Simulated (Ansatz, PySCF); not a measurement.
**Eu(OH)3 in two programs**

Eu(OH)3 (singlet in the valence; each metal's 4f electrons, 6 of them, lie in its core potential, out of spins and levels), relaxed with PySCF 2.14.0, RKS PBE, Eu lcecp-1-SVP with ECP52, O def2-SVP, H def2-SVP; non-relativistic Hamiltonian with scalar-relativistic core potentials where named; density fitting; no spin-orbit coupling:

```xyz
7

Eu    0.0000    0.0000   -0.1473
O     2.0764    0.0000    0.0918
H     3.0220    0.0000    0.2952
O    -1.0382    1.7982    0.0918
H    -1.5110    2.6171    0.2952
O    -1.0382   -1.7982    0.0918
H    -1.5110   -2.6171    0.2952
```

There the HOMO–LUMO gap is 3.85 eV. The 4f levels lie in the core potential and are missing.

The same geometry by Ansatz 0.2.0 (PBE, PAW with the 4f shell of lanthanides and the 5f shell of actinides in the valence, a periodic box with 9 Å of vacuum; gaps over both spins; site moments in spheres, but by Gaussian weights under spin-orbit coupling, so that the two can't be compared; unpaired electrons at the start: 6, along z under spin-orbit coupling; the open shells may stand above their lowest state):

```tsv
spin-orbit coupling	U on f (eV)	gap (eV)	spin moment on Eu1 (μB)	orbital moment of its f shell (μB)	largest force component (eV/Å)
without	0	0.10	5.91	–	0.34
```

Question: What does the run without spin-orbit coupling and with U = 5 eV give?

Answer: gap (eV): 1.33, spin moment on Eu1 (μB): 5.84, largest force component (eV/Å): 0.25. It took 52 s on 2 threads of AMD EPYC 7R43 64-Core Processor (Zen 3), on a shared host, peak memory 1.3 GiB.

Semilocal functionals tend to give orbital moments well under those of Hund's rules.

Without U the plane-wave gap ends on 4f levels, which the Gaussian run lacks; U moves filled and empty 4f levels apart, though the lowest empty ones can remain 4f.

The spin-orbit runs use fully relativistic datasets of their own, so changes of a few hundredths of an eV needn't come from the coupling.

An lcecp potential fixes the number of 4f electrons, so in runs with it no electron can move into or out of that shell.
